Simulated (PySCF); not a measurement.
# C₆H₅FO: excited states, first hyperpolarisability

Wanted: excited states, first hyperpolarisability for C₆H₅FO (`Oc1ccc(F)cc1`).

Computed with PySCF 2.14.0 and routines of our own; the level stands in each step. Atoms count from 0.

### 1 The starting structure

13 atoms, charge 0, multiplicity 1; geometry from: GFN2-xTB.

### 2 Optimising the geometry at PBE0-D3(BJ)/def2-SVP

What the job is given:

```
{"job": {"xc": "PBE0", "basis": "def2-SVP", "d3": "d3bj", "grid": 2, "kind": "geom"}, "charge": 0, "multiplicity": 1}
O     -2.164952    -0.895102    -0.891928
C     -0.996294    -0.410264    -0.397551
C      0.079877    -0.096204    -1.220234
C      1.253448     0.395303    -0.677892
C      1.335222     0.566781     0.690322
F      2.480486     1.046164     1.225207
C      0.276836     0.261119     1.527951
C     -0.891681    -0.228150     0.979601
H     -2.110121    -0.976698    -1.851786
H     -0.001266    -0.236899    -2.289451
H      2.095337     0.643264    -1.304207
H      0.375742     0.407934     2.591618
H     -1.737022    -0.476761     1.600622
```

On the command line:

```sh
$ OMP_NUM_THREADS=1 python excited_run.py task.json out
```

One launch serves the whole session: the jobs run in the order shown.

What it wrote:

```text
step   0  E = -405.97268372  max force = 0.017379
step   1  E = -405.97380886  max force = 0.002694
step   2  E = -405.97381673  max force = 0.001349
step   3  E = -405.97383019  max force = 0.000696
step   4  E = -405.97383157  max force = 0.000335
optimisation converged
```

It took 32 s on 1 thread of Intel Xeon 6975P-C, shared host; peak memory 0.74 GiB.

Step by step:

```
step  energy from step 0 (eV)  largest force component (eV/Å)
   0                   0.0000                          0.8937
   1                  -0.0306                          0.1385
   2                  -0.0308                          0.0694
   3                  -0.0312                          0.0358
   4                  -0.0312                          0.0172
```

Distances of close pairs at the start and the end, largest changes first:

```
  bond  before (Å)  after (Å)  change (Å)
 C4–F5       1.352      1.335      -0.017
C7–H12       1.078      1.091      +0.013
C6–H11       1.078      1.092      +0.013
C3–H10       1.078      1.091      +0.013
 C2–H9       1.081      1.094      +0.013
 C2–C3       1.383      1.394      +0.011
 C6–C7       1.380      1.390      +0.010
 C1–C2       1.391      1.398      +0.008
```

The end geometry stands in the next job.

```
                         at the end point                value
  point group (found at 0.08 Å tolerance)                   Cs
rotational constants (GHz, main isotopes)  5.653, 1.457, 1.159
                        dipole moment (D)                 2.08
```

### 3 Excited states: TDA CAM-B3LYP/def2-TZVP

What the job is given:

```
{"job": {"kind": "states", "xc": "CAM-B3LYP", "basis": "def2-TZVP", "tda": true, "soc": true, "nstates": 6, "ntriplets": 5, "nquad": 4}, "charge": 0, "multiplicity": 1}
O     -2.061561    -1.003124    -0.907434
C     -0.890597    -0.517490    -0.440326
C      0.186153    -0.202862    -1.274698
C      1.371808     0.295901    -0.738157
C      1.474688     0.477884     0.633396
F      2.609163     0.955984     1.149993
C      0.414129     0.170141     1.478493
C     -0.767262    -0.327220     0.940489
H     -2.012487    -1.085494    -1.865246
H      0.099861    -0.348172    -2.355846
H      2.220371     0.545828    -1.377429
H      0.525307     0.324040     2.553469
H     -1.614937    -0.576765     1.581103
```

With the program's defaults for keys left out, this is: TDA CAM-B3LYP/def2-TZVP excited states, vertical, gas phase, spin-orbit mean-field couplings.

What it wrote:

```text
coarse grid: 11792 points
cycle   1  E = -406.6005168156  dE =  1.680e+00  |g| = 7.422e-01  |ddm| = 5.689e+00
cycle   2  E = -406.5755898972  dE =  2.493e-02  |g| = 8.917e-01  |ddm| = 2.754e+00
cycle   3  E = -406.6972087994  dE = -1.216e-01  |g| = 8.777e-02  |ddm| = 1.818e+00
cycle   4  E = -406.6985071950  dE = -1.298e-03  |g| = 3.848e-02  |ddm| = 1.188e-01
cycle   5  E = -406.6988422332  dE = -3.350e-04  |g| = 8.864e-03  |ddm| = 3.664e-02
cycle   6  E = -406.6988584987  dE = -1.627e-05  |g| = 3.023e-03  |ddm| = 1.247e-02
cycle   7  E = -406.6988607278  dE = -2.229e-06  |g| = 6.602e-04  |ddm| = 3.130e-03
final grid: 116920 points
cycle   8  E = -406.6925518037  dE = -4.426e-05  |g| = 4.021e-03  |ddm| = 5.686e-02
cycle   9  E = -406.6925519170  dE = -1.132e-07  |g| = 4.097e-03  |ddm| = 8.771e-03
cycle  10  E = -406.6925551824  dE = -3.265e-06  |g| = 6.539e-04  |ddm| = 5.401e-03
cycle  11  E = -406.6925552401  dE = -5.767e-08  |g| = 1.966e-04  |ddm| = 1.344e-03
cycle  12  E = -406.6925552474  dE = -7.292e-09  |g| = 2.902e-05  |ddm| = 4.452e-04
cycle  13  E = -406.6925552476  dE = -1.883e-10  |g| = 9.296e-06  |ddm| = 4.827e-05
converged SCF energy = -406.6925552476

Singlet excitations
state   eV       nm        f     d(h-e)  d(exc)  Lambda  PR(NTO)  |dmu|/D   mu/D   main configurations
  1   5.1156   242.4   0.06947   0.195   2.744   0.677   1.470    0.501    2.470   H->L 0.80, H-1->L+1 0.19
  2   6.2602   198.1   0.02232   0.136   2.715   0.849   1.974    0.379    2.305   H->L+1 0.61, H-1->L 0.36
  3   6.2634   198.0   0.00029   2.411   3.596   0.281   1.013    9.350    7.353   H->L+2 0.94
  4   7.1564   173.2   0.00020   0.359   3.569   0.370   1.033    1.229    1.982   H->L+3 0.95
  5   7.5678   163.8   0.98553   0.179   2.682   0.846   2.185                     H-1->L 0.58, H->L+1 0.33
  6   7.7105   160.8   0.64408   0.303   2.724   0.645   1.711                     H-1->L+1 0.72, H->L 0.15

Triplet excitations (Tamm-Dancoff)
state   eV     d(h-e)  d(exc)  Lambda  PR(NTO)   main configurations
  1   3.9203   0.199   2.696   0.688   1.016   H->L 0.95
  2   4.0208   0.047   2.456   0.843   1.809   H->L+1 0.60, H-1->L 0.32
  3   4.7223   0.071   2.623   0.876   1.850   H-1->L 0.64, H->L+1 0.35
  4   5.8806   0.039   2.579   0.652   1.023   H-1->L+1 0.98
  5   6.0802   2.286   3.494   0.280   1.016   H->L+2 0.91
S1 - T1 = 1.1953 eV

Spin-orbit couplings |<S|Hso|T>| (cm-1)
             T1       T2       T3       T4       T5
S0        0.007    0.014    0.009    0.105   22.605
S1        0.000    0.005    0.037    0.000    0.723
S2        0.076    0.299    0.204    0.029    4.944
S3        1.106    4.546    3.103    0.364    0.460
S4        0.415    2.083    1.616    0.086    2.767
S5        0.084    0.012    0.007    0.070    4.489
S6        0.017    0.029    0.103    0.013    2.173
T1 sublevels (cm-1): 0.000 0.000 0.000   radiative rates (1/s): 0.0113 0.0606 0.00341
```

It took 53 s on 1 thread of Intel Xeon 6975P-C, shared host; peak memory 1.1 GiB.

From this job:

```
  quantity    value
S1 less T1  1.20 eV
```

Orbitals, density, ELF and potential are computed afterwards from the orbital file.

Frontier orbitals at CAM-B3LYP/def2-TZVP, with the share of their density that lies nearest to each atom:

```
orbital  energy (eV)                                                  lies on
   HOMO        -7.69  C1, C4 about 20 % each; O0 15 %; C2, C7 about 10 % each
   LUMO         0.46                                4 C atoms about 17 % each
```

ELF in a plane through or near 13 of the atoms.

Ten even steps from '0' (0.00) to '9' (1.00):
```
0000000000000000000000000000
0000000000000000000000000000
0000000000000000000000000000
0000000011000489840000000000
0000000698400799980000000000
0000006999921799960000000000
0000005999954589810154100000
0000000388328392513787400000
0000121025526559647427300000
0000367436872124828557400000
0000486671452128852499830000
0000375663685762650068730000
0000257611525883696200100000
0000012002897536999910000000
0000000018999303999930000000
0000000049999200588500000000
0000000015897000010000000000
0000000000000000000000000000
0000000000000000000000000000
0000000000000000000000000000
```
The map spans 11.1 Å across and 9.9 Å up, centred on the molecule. Atoms in the plane (x, y in Å): O0 (2.4, 0.6), C1 (1.1, 0.3), C2 (0.7, -1.0), C3 (-0.7, -1.3), C4 (-1.6, -0.2), F5 (-2.9, -0.5), C6 (-1.2, 1.1), C7 (0.2, 1.3), H8 (3.0, -0.2), H9 (1.4, -1.9), H10 (-1.1, -2.3), H11 (-1.9, 1.9), H12 (0.6, 2.4).

log10 of the density (e/Å³) in the same plane.

Values, 10 rows by 14 columns:
```
-4.0 -4.0 -4.0 -4.0 -4.0 -4.0 -4.0 -4.0 -4.0 -4.0 -4.0 -4.0 -4.0 -4.0
-4.0 -4.0 -4.0 -4.0 -3.5 -3.4 -3.2 -2.7 -2.7 -3.5 -4.0 -4.0 -4.0 -4.0
-4.0 -4.0 -3.9 -2.6 -1.7 -1.6 -1.7 -0.9 -1.0 -2.2 -3.0 -3.7 -4.0 -4.0
-4.0 -4.0 -3.3 -1.8 -0.1  0.0 -0.3  0.2 -0.3 -1.4 -1.2 -1.9 -3.3 -4.0
-4.0 -3.2 -2.0 -1.2 -0.5  0.3  0.1  0.1  0.3  0.4  0.9 -0.8 -2.6 -4.0
-4.0 -2.5 -0.9  1.1  0.3  1.3 -0.4 -0.3  0.3 -0.3  0.1 -0.7 -2.5 -4.0
-4.0 -2.9 -1.4 -0.2 -0.7 -0.1  2.1  0.3  0.3 -0.7 -1.6 -2.1 -3.4 -4.0
-4.0 -4.0 -3.1 -2.4 -1.5 -0.2 -0.2 -1.0 -0.5 -0.9 -2.1 -3.4 -4.0 -4.0
-4.0 -4.0 -4.0 -3.7 -2.4 -1.7 -1.7 -2.4 -2.4 -2.5 -3.2 -4.0 -4.0 -4.0
-4.0 -4.0 -4.0 -4.0 -4.0 -3.5 -3.5 -4.0 -4.0 -4.0 -4.0 -4.0 -4.0 -4.0
```
The map spans 11.1 Å across and 9.9 Å up, centred on the molecule. Atoms in the plane (x, y in Å): O0 (2.4, 0.6), C1 (1.1, 0.3), C2 (0.7, -1.0), C3 (-0.7, -1.3), C4 (-1.6, -0.2), F5 (-2.9, -0.5), C6 (-1.2, 1.1), C7 (0.2, 1.3), H8 (3.0, -0.2), H9 (1.4, -1.9), H10 (-1.1, -2.3), H11 (-1.9, 1.9), H12 (0.6, 2.4).

On the surface of density 0.002 e/bohr³ the electrostatic potential runs, from the 1st to the 99th percentile, from -1.03 V near O0 to 2.69 V near H8.

### 4 Excited states: TDDFT CAM-B3LYP/aug-cc-pVDZ

The job, as its differences from that of step 3:

```diff
@@ -1,2 +1,2 @@
-{"job": {"kind": "states", "xc": "CAM-B3LYP", "basis": "def2-TZVP", "tda": true, "soc": true, "nstates": 6, "ntriplets": 5, "nquad": 4}, "charge": 0, "multiplicity": 1}
+{"job": {"kind": "states", "xc": "CAM-B3LYP", "basis": "aug-cc-pVDZ", "tpa": true, "nstates": 8, "nquad": 6, "ntriplets": 0}, "charge": 0, "multiplicity": 1}
 O     -2.061561    -1.003124    -0.907434
```

With the program's defaults for keys left out, this is: TDDFT CAM-B3LYP/aug-cc-pVDZ excited states, vertical, gas phase, two-photon moments by quadratic response.

What it wrote:

```text
coarse grid: 11792 points
cycle   1  E = -406.4739395235  dE =  1.722e+00  |g| = 6.784e-01  |ddm| = 2.801e+01
cycle   2  E = -406.4535490034  dE =  2.039e-02  |g| = 8.061e-01  |ddm| = 4.179e+00
cycle   3  E = -406.5627848606  dE = -1.092e-01  |g| = 8.274e-02  |ddm| = 1.646e+00
cycle   4  E = -406.5640297482  dE = -1.245e-03  |g| = 3.463e-02  |ddm| = 3.796e-01
cycle   5  E = -406.5643160478  dE = -2.863e-04  |g| = 8.385e-03  |ddm| = 2.121e-01
cycle   6  E = -406.5643316695  dE = -1.562e-05  |g| = 2.680e-03  |ddm| = 4.730e-02
cycle   7  E = -406.5643335222  dE = -1.853e-06  |g| = 5.819e-04  |ddm| = 1.126e-02
final grid: 116920 points
cycle   8  E = -406.5789374595  dE = -2.076e-05  |g| = 3.744e-03  |ddm| = 3.410e-01
cycle   9  E = -406.5789372918  dE =  1.677e-07  |g| = 4.175e-03  |ddm| = 4.551e-02
cycle  10  E = -406.5789408076  dE = -3.516e-06  |g| = 4.856e-04  |ddm| = 1.375e-02
cycle  11  E = -406.5789408492  dE = -4.158e-08  |g| = 1.228e-04  |ddm| = 2.289e-03
cycle  12  E = -406.5789408528  dE = -3.544e-09  |g| = 2.134e-05  |ddm| = 1.127e-03
cycle  13  E = -406.5789408529  dE = -1.176e-10  |g| = 9.454e-06  |ddm| = 1.648e-04
converged SCF energy = -406.5789408529

Singlet excitations
state   eV       nm        f     d(h-e)  d(exc)  Lambda  PR(NTO)  |dmu|/D   mu/D   delta(TPA)   sigma/GM   main configurations
  1   4.9260   251.7   0.05602   0.176   2.799   0.649   1.453    0.525    2.410        2.03      0.018   H->L+1 0.88, H-1->L+4 0.10
  2   5.4063   229.3   0.00009   2.626   4.376   0.200   1.013   11.068    9.093        1.13      0.012   H->L 0.90
  3   5.9007   210.1   0.02706   0.120   2.871   0.794   1.831    0.325    2.169        4.39      0.056   H->L+4 0.72, H-1->L+1 0.27
  4   6.0541   204.8   0.00037   0.902   4.667   0.186   1.029    3.868    5.832        8.72      0.117   H->L+2 0.88
  5   6.3027   196.7   0.00017   0.532   4.984   0.156   1.030    2.216    0.607        2.76      0.040   H->L+3 0.88
  6   6.6385   186.8   0.00555   0.788   4.327   0.204   1.044    3.203    5.096        4.50      0.073   H->L+5 0.32, H->L+6 0.30, H->L+7 0.27
  7   6.7475   183.7   0.00163   1.996   4.553   0.178   1.144                                            H-1->L 0.81
  8   6.8956   179.8   0.55331   0.094   2.855   0.814   1.922                                            H-1->L+1 0.71, H->L+4 0.25
```

It took 43 s on 1 thread of Intel Xeon 6975P-C, shared host; peak memory 0.98 GiB.

### 5 First hyperpolarisability: quadratic response CAM-B3LYP/aug-cc-pVDZ

The job, as its differences from that of step 4:

```diff
@@ -1,2 +1,2 @@
-{"job": {"kind": "states", "xc": "CAM-B3LYP", "basis": "aug-cc-pVDZ", "tpa": true, "nstates": 8, "nquad": 6, "ntriplets": 0}, "charge": 0, "multiplicity": 1}
+{"job": {"kind": "beta", "xc": "CAM-B3LYP", "basis": "aug-cc-pVDZ"}, "charge": 0, "multiplicity": 1}
 O     -2.061561    -1.003124    -0.907434
```

Method: quadratic response CAM-B3LYP/aug-cc-pVDZ first hyperpolarisability, Taylor convention, gas phase.

What it wrote:

```text
coarse grid: 11792 points
cycle   1  E = -406.4739395235  dE =  1.722e+00  |g| = 6.784e-01  |ddm| = 2.801e+01
cycle   2  E = -406.4535490034  dE =  2.039e-02  |g| = 8.061e-01  |ddm| = 4.179e+00
cycle   3  E = -406.5627848606  dE = -1.092e-01  |g| = 8.274e-02  |ddm| = 1.646e+00
cycle   4  E = -406.5640297482  dE = -1.245e-03  |g| = 3.463e-02  |ddm| = 3.796e-01
cycle   5  E = -406.5643160478  dE = -2.863e-04  |g| = 8.385e-03  |ddm| = 2.121e-01
cycle   6  E = -406.5643316695  dE = -1.562e-05  |g| = 2.680e-03  |ddm| = 4.730e-02
cycle   7  E = -406.5643335222  dE = -1.853e-06  |g| = 5.819e-04  |ddm| = 1.126e-02
final grid: 116920 points
cycle   8  E = -406.5789374595  dE = -2.076e-05  |g| = 3.744e-03  |ddm| = 3.410e-01
cycle   9  E = -406.5789372918  dE =  1.677e-07  |g| = 4.175e-03  |ddm| = 4.551e-02
cycle  10  E = -406.5789408076  dE = -3.516e-06  |g| = 4.856e-04  |ddm| = 1.375e-02
cycle  11  E = -406.5789408492  dE = -4.158e-08  |g| = 1.228e-04  |ddm| = 2.289e-03
cycle  12  E = -406.5789408528  dE = -3.544e-09  |g| = 2.134e-05  |ddm| = 1.127e-03
cycle  13  E = -406.5789408529  dE = -1.176e-10  |g| = 9.454e-06  |ddm| = 1.648e-04
converged SCF energy = -406.5789408529

Lowest singlets (eV, f): 4.9260 0.0560  5.4063 0.0001  5.9007 0.0271

First hyperpolarisability (au)
process     nm      |vector|   parallel      HRS      DR
static         -       21.50      -2.11      10.68   3.204
shg       1907.0       23.58       -1.0      11.28   3.482
eope      1907.0       22.15      -1.76          -       -
shg       1064.0       29.97       2.13      13.13   4.459
eope      1064.0       23.74      -0.91          -       -
```

Run time: 33 s. Hardware: 1 thread of Intel Xeon 6975P-C, shared host; peak memory 0.88 GiB.

### 6 What came out

```
                                                   quantity                                             value
                                                point group                                                Cs
                       rotational constants (main isotopes)                              5.65, 1.46, 1.16 GHz
               S1 less T1 (step 3, TDA CAM-B3LYP/def2-TZVP)                                           1.20 eV
                      surface potential, 1st and 99th percentile                                -1.03 V and 2.69 V
β vector (step 5, quadratic response CAM-B3LYP/aug-cc-pVDZ)  static 22, SHG 1907.0 nm 24, SHG 1064.0 nm 30 au
```

Over 4 steps the energy fell by 0.031 eV; of the close pairs, C4–F5 changed most, 1.352 to 1.335 Å. In step 3 some excited states are degenerate or nearly so. In step 3, the number of triplets below S1 is 3, and the largest singlet-triplet spin-orbit coupling is S0–T5, 22.61 cm⁻¹. β grows from 22 au (static) to 30 au for doubling at 1064.0 nm: normal dispersion, which grows as twice the photon energy moves toward the bright states.
